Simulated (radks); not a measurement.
# Exchange and kinetic functionals tested on atomic densities: Ga²⁺, Lu³⁺, Cd, K, Lu⁺, Al³⁺

Aim: take each self-consistent density and evaluate many functionals on it, against the exact exchange and kinetic energies of the same orbitals. Every spin shell is full or empty, so the densities are truly spherical.

Method: non-relativistic Kohn-Sham, LDA (Slater exchange, Perdew-Wang correlation), spin-polarised, spherical densities, point nucleus; open shells are filled with parallel spins first. Code: radks (a radial shooting solver on a logarithmic mesh, Libxc functionals) version 1.

## Step 1: Starting point

| Item | Value |
| --- | --- |
| species | Ga²⁺ ([Ar] 3d10 4s1), Lu³⁺ ([Xe] 4f14), Cd ([Kr] 4d10 5s2), K ([Ar] 4s1), Lu⁺ ([Xe] 4f14 6s2), Al³⁺ ([Ne]) |

In the logs a row gives level, spin channel, occupation and eigenvalue; Etot, Ekin, Encl (electron-nucleus), Eh (Hartree) and Exc are energies, all in hartree; err is the last residual, it the number of iterations.

## Step 2: Ga²⁺, [Ar] 3d10 4s1

Settings of this run:

```text
Z 31
configuration [Ar] 3d10 4s1
relativity non-relativistic
functional lda,pw
spin polarised
nucleus point
```

Output:

```text
1s      1   1.0000        -370.92521321
2s      1   1.0000         -45.94204454
2p      1   3.0000         -40.83592477
3s      1   1.0000          -5.98829939
3p      1   3.0000          -4.33157997
3d      1   5.0000          -1.48040993
4s      1   1.0000          -0.97638479
1s      2   1.0000        -370.92251566
2s      2   1.0000         -45.94117435
2p      2   3.0000         -40.83478647
3s      2   1.0000          -5.98556598
3p      2   3.0000          -4.32807732
3d      2   5.0000          -1.47214559
4s      2   0.0000          -0.92698925
Etot -1920.8521042337422
Ekin 1918.9572156131876
Encl -4579.9684944992005
Eh 811.5985031802577
Exc -71.43932852798716
err 3.0712817956960787e-09
it 16
```

Highest occupied level: 4s up at -26.569 eV. Exact exchange of these orbitals: -72.9235 hartree.

Sizes of the orbitals, from the radial functions (bohr):

| level | occupation | energy (eV) | <r> | outermost maximum (interpolated) | 90 % within | nodes |
| --- | --- | --- | --- | --- | --- | --- |
| 3s up | 1 | -162.95 | 0.6642 | 0.574 | 0.996 | 2 |
| 3s down | 1 | -162.88 | 0.6638 | 0.574 | 0.995 | 2 |
| 3p up | 3 | -117.87 | 0.6849 | 0.571 | 1.06 | 1 |
| 3p down | 3 | -117.77 | 0.6841 | 0.571 | 1.05 | 1 |
| 3d up | 5 | -40.284 | 0.7981 | 0.530 | 1.37 | 0 |
| 3d down | 5 | -40.059 | 0.7907 | 0.530 | 1.35 | 0 |
| 4s up | 1 | -26.569 | 2.087 | 1.80 | 3.08 | 3 |
| 4s down | 0 | -25.225 | 2.096 | 1.79 | 3.11 | 3 |

Radial density 4πr²ρ:

| r (bohr) | 4πr²ρ (e/bohr) |
| --- | --- |
| 0.00161 | 0.6021 |
| 0.00241 | 1.276 |
| 0.00356 | 2.601 |
| 0.00532 | 5.193 |
| 0.00793 | 9.832 |
| 0.0118 | 17.20 |
| 0.0175 | 26.60 |
| 0.0261 | 35.17 |
| 0.0390 | 37.22 |
| 0.0577 | 32.27 |
| 0.0860 | 31.36 |
| 0.128 | 41.00 |
| 0.191 | 40.19 |
| 0.283 | 24.31 |
| 0.423 | 23.49 |
| 0.631 | 25.21 |
| 0.933 | 12.77 |
| 1.39 | 3.589 |
| 2.08 | 0.9867 |
| 3.10 | 0.1949 |
| 4.59 | 0.01099 |

## Step 3: Lu³⁺, [Xe] 4f14

Settings of this run:

```text
Z 71
configuration [Xe] 4f14
relativity non-relativistic
functional lda,pw
spin polarised
nucleus point
```

Output:

```text
1s      1   1.0000       -2147.85936691
2s      1   1.0000        -350.36371441
2p      1   3.0000        -335.30454147
3s      1   1.0000         -79.43053025
3p      1   3.0000         -72.50711665
3d      1   5.0000         -59.56216222
4s      1   1.0000         -16.05315025
4p      1   3.0000         -13.22085564
4d      1   5.0000          -8.08367519
4f      1   7.0000          -1.53705188
5s      1   1.0000          -2.83341117
5p      1   3.0000          -2.06132820
1s      2   1.0000       -2147.85936691
2s      2   1.0000        -350.36371441
2p      2   3.0000        -335.30454147
3s      2   1.0000         -79.43053025
3p      2   3.0000         -72.50711665
3d      2   5.0000         -59.56216222
4s      2   1.0000         -16.05315025
4p      2   3.0000         -13.22085564
4d      2   5.0000          -8.08367519
4f      2   7.0000          -1.53705188
5s      2   1.0000          -2.83341117
5p      2   3.0000          -2.06132820
Etot -13846.730008320086
Ekin 13841.492319549889
Encl -32918.093080279636
Eh 5508.110045077391
Exc -278.2392926677319
err 1.7428199387821417e-09
it 16
```

The top filled level is 4f, -41.825 eV. Exact exchange of these orbitals: -281.893 hartree.

## Step 4: Cd, [Kr] 4d10 5s2

Settings of this run:

```text
Z 48
configuration [Kr] 4d10 5s2
relativity non-relativistic
functional lda,pw
spin polarised
nucleus point
```

Output:

```text
1s      1   1.0000        -941.47678201
2s      1   1.0000        -136.83248656
2p      1   3.0000        -127.63513282
3s      1   1.0000         -25.37979518
3p      1   3.0000         -21.63741202
3d      1   5.0000         -14.68514969
4s      1   1.0000          -3.59588869
4p      1   3.0000          -2.39507992
4d      1   5.0000          -0.47036889
5s      1   1.0000          -0.20424438
1s      2   1.0000        -941.47678201
2s      2   1.0000        -136.83248656
2p      2   3.0000        -127.63513282
3s      2   1.0000         -25.37979518
3p      2   3.0000         -21.63741202
3d      2   5.0000         -14.68514969
4s      2   1.0000          -3.59588869
4p      2   3.0000          -2.39507992
4d      2   5.0000          -0.47036889
5s      2   1.0000          -0.20424438
Etot -5462.371135677916
Ekin 5459.097370230166
Encl -13008.884100894567
Eh 2233.4030313428057
Exc -145.9874363563207
err 3.2543823556155856e-10
it 15
```

The top filled level is 5s, -5.558 eV. Exact exchange of these orbitals: -148.688 hartree.

## Step 5: K, [Ar] 4s1

Settings of this run:

```text
Z 19
configuration [Ar] 4s1
relativity non-relativistic
functional lda,pw
spin polarised
nucleus point
```

Output:

```text
1s      1   1.0000        -128.41208995
2s      1   1.0000         -12.83604480
2p      1   3.0000         -10.28087054
3s      1   1.0000          -1.27966882
3p      1   3.0000          -0.69205794
4s      1   1.0000          -0.09614720
1s      2   1.0000        -128.41148948
2s      2   1.0000         -12.83542826
2p      2   3.0000         -10.28030318
3s      2   1.0000          -1.27801661
3p      2   3.0000          -0.68945196
4s      2   0.0000          -0.07289331
Etot -598.199179109701
Ekin 597.1774634764258
Encl -1421.1577161613277
Eh 257.43197006520955
Exc -31.65089649000865
err 2.0778725688122953e-10
it 14
```

Highest occupied level: 4s up at -2.616 eV. Exact exchange of these orbitals: -32.5944 hartree.

## Step 6: Lu⁺, [Xe] 4f14 6s2

Settings of this run:

```text
Z 71
configuration [Xe] 4f14 6s2
relativity non-relativistic
functional lda,pw
spin polarised
nucleus point
```

Output:

```text
1s      1   1.0000       -2147.23122699
2s      1   1.0000        -349.73849246
2p      1   3.0000        -334.67891169
3s      1   1.0000         -78.80803732
3p      1   3.0000         -71.88449286
3d      1   5.0000         -58.93921215
4s      1   1.0000         -15.42990890
4p      1   3.0000         -12.59756326
4d      1   5.0000          -7.46033917
4f      1   7.0000          -0.91478799
5s      1   1.0000          -2.21590716
5p      1   3.0000          -1.44967275
6s      1   1.0000          -0.38682898
1s      2   1.0000       -2147.23122699
2s      2   1.0000        -349.73849246
2p      2   3.0000        -334.67891169
3s      2   1.0000         -78.80803732
3p      2   3.0000         -71.88449286
3d      2   5.0000         -58.93921215
4s      2   1.0000         -15.42990890
4p      2   3.0000         -12.59756326
4d      2   5.0000          -7.46033917
4f      2   7.0000          -0.91478799
5s      2   1.0000          -2.21590716
5p      2   3.0000          -1.44967275
6s      2   1.0000          -0.38682898
Etot -13847.957471189153
Ekin 13842.683352955712
Encl -32962.9954914632
Eh 5550.991026523479
Exc -278.63635920514093
err 1.2219697236719154e-09
it 17
```

6s is the highest filled level (-10.526 eV). Exact exchange of these orbitals: -282.176 hartree.

## Step 7: Al³⁺, [Ne]

Settings of this run:

```text
Z 13
configuration [Ne]
relativity non-relativistic
functional lda,pw
spin polarised
nucleus point
```

Output:

```text
1s      1   1.0000         -56.46220334
2s      1   1.0000          -5.20073309
2p      1   3.0000          -3.82997924
1s      2   1.0000         -56.46220334
2s      2   1.0000          -5.20073309
2p      2   3.0000          -3.82997924
Etot -239.34282876761807
Ekin 238.7549070736849
Encl -559.7918186336597
Eh 98.41461842814552
Exc -16.720535635788785
err 1.128957050312921e-10
it 14
```

2p is the highest filled level (-104.22 eV). Exact exchange of these orbitals: -17.3661 hartree.

## Step 8: What came out

| error in magnitude (%) | Ga²⁺ | Lu³⁺ | Cd | K | Lu⁺ | Al³⁺ |
| --- | --- | --- | --- | --- | --- | --- |
| exchange, LDA | -5.69 | -3.82 | -4.88 | -7.46 | -3.80 | -8.60 |
| exchange, PBEsol | -2.44 | -1.68 | -2.25 | -3.30 | -1.66 | -3.74 |
| exchange, RPBE | +0.11 | +0.00 | -0.18 | -0.03 | +0.02 | +0.06 |
| exchange, B86b | +0.31 | +0.23 | +0.05 | +0.09 | +0.25 | +0.04 |
| exchange, G96 | +0.54 | +0.68 | +0.39 | +0.12 | +0.69 | +0.12 |
| exchange, EV93 | +0.40 | -0.25 | -0.23 | +0.91 | -0.23 | +1.56 |
| exchange, TPSS | +0.19 | -0.18 | -0.23 | +0.18 | -0.17 | +0.30 |
| exchange, Tao-Mo | -0.40 | -0.63 | -0.75 | -0.21 | -0.61 | -0.03 |
| exchange, TASK | -2.43 | -1.77 | -2.24 | -2.98 | -1.80 | -2.47 |
| kinetic, Thomas-Fermi | -6.27 | -4.86 | -5.35 | -7.00 | -4.86 | -7.70 |
| kinetic, LC94 | -0.09 | -0.05 | +0.07 | +0.10 | -0.05 | +0.16 |
| kinetic, APBEK | -0.00 | -0.02 | +0.13 | +0.22 | -0.02 | +0.29 |
| kinetic, Perdew 92 | -0.84 | -0.76 | -0.67 | -0.61 | -0.76 | -0.45 |
| kinetic, Thakkar | -0.55 | -0.81 | -0.56 | -0.17 | -0.81 | +0.02 |
| kinetic, Pearson | -1.26 | -0.94 | -0.93 | -1.42 | -0.94 | -1.81 |
| kinetic, PG1 | +18.23 | +12.94 | +15.29 | +22.82 | +12.93 | +27.47 |
| kinetic, DePristo-Kress | -0.18 | -0.25 | -0.09 | +0.04 | -0.26 | +0.10 |
| kinetic, Ernzerhof | -0.47 | -0.54 | -0.40 | -0.09 | -0.54 | +0.37 |

In words: Negative means that the magnitude is too small. For exchange the mean absolute error is least for RPBE (0.07 %) and largest for LDA (5.71 %). Among the orbital-free kinetic functionals LC94 (0.09 %) does best and PG1 (18.28 %) worst. The functionals are evaluated on one density each, not self-consistently.
